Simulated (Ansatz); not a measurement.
Born–Oppenheimer molecular dynamics of a periodic cell of 16 atoms, WC (start crystal WC, start structure P-6m2, volume 1.1 times the crystal's). It starts from a structure without forces on its atoms.

Level of theory: DFT PBE, scalar-relativistic, plane waves, PAW (Ansatz). Settings: accuracy low, PAW set soft_1, cutoff 420 eV, k mesh 3x3x3, fermi-dirac smearing 0.17 eV, no spin polarisation.

```
ensemble             : NVT, Langevin thermostat
time step            : 1 fs
steps asked          : 600
set temperature      : 300 K
friction             : 0.02 /fs
temperature schedule : 600 steps to 2000 K
seed                 : 116318
```

First frame:

```xyz
16
Lattice="-2.9880 -5.1753 0.0000 4.4820 -2.5877 0.0000 0.0000 0.0000 5.8471" Properties=species:S:1:pos:R:3
W 0.000 -5.175 0.000
C 1.494 -4.313 1.462
W 0.000 -5.175 2.924
C 1.494 -4.313 4.385
W -1.494 -2.588 0.000
C 0.000 -1.725 1.462
W -1.494 -2.588 2.924
C 0.000 -1.725 4.385
W 1.494 -2.588 0.000
C 2.988 -1.725 1.462
W 1.494 -2.588 2.924
C 2.988 -1.725 4.385
W 0.000 0.000 0.000
C -1.494 -4.313 1.462
W 0.000 0.000 2.924
C -1.494 -4.313 4.385
```

(1) What does the run give?

(2) What happens to the structure?

(3) How do temperature and energy run in time?

## Answers

(1) The run went to its last step.

```yaml
steps_done: 600
time_covered: 600 fs
mean_temperature_over_the_second_half: 1265 K
spread_of_the_potential_energy_over_the_second_half: 35.5 meV per atom
mean_potential_energy_of_the_second_half_above_the_start: 157.9 meV per atom
```

The schedule's set-point averaged 1575 K over the second half and the system 1265 K, so it lags behind the ramp. A run of 0.6 ps of so small a system gives no equilibrium averages. Limits of this set-up: coarse k mesh, low accuracy level.

(2) Mean squared displacements from the first frame to the last, about the centre of mass: W 0.02 Å², C 0.03 Å². The details hang on the random start.

(3) 
```
time (fs)  T (K)  potential energy less start (eV)
        0    281                             0.000
       52    314                             0.686
      104    316                             1.123
      156    622                             0.986
      208    662                             1.299
      260    865                             1.519
      312    844                             2.132
      364   1323                             2.697
      416   1393                             1.975
      468    995                             2.733
      520   1243                             2.109
      572   1298                             3.068
```

Run time: 31 min on 2 threads of AMD EPYC 9R45 96-Core Processor (Zen 5), on a shared host, peak memory 0.82 GiB.
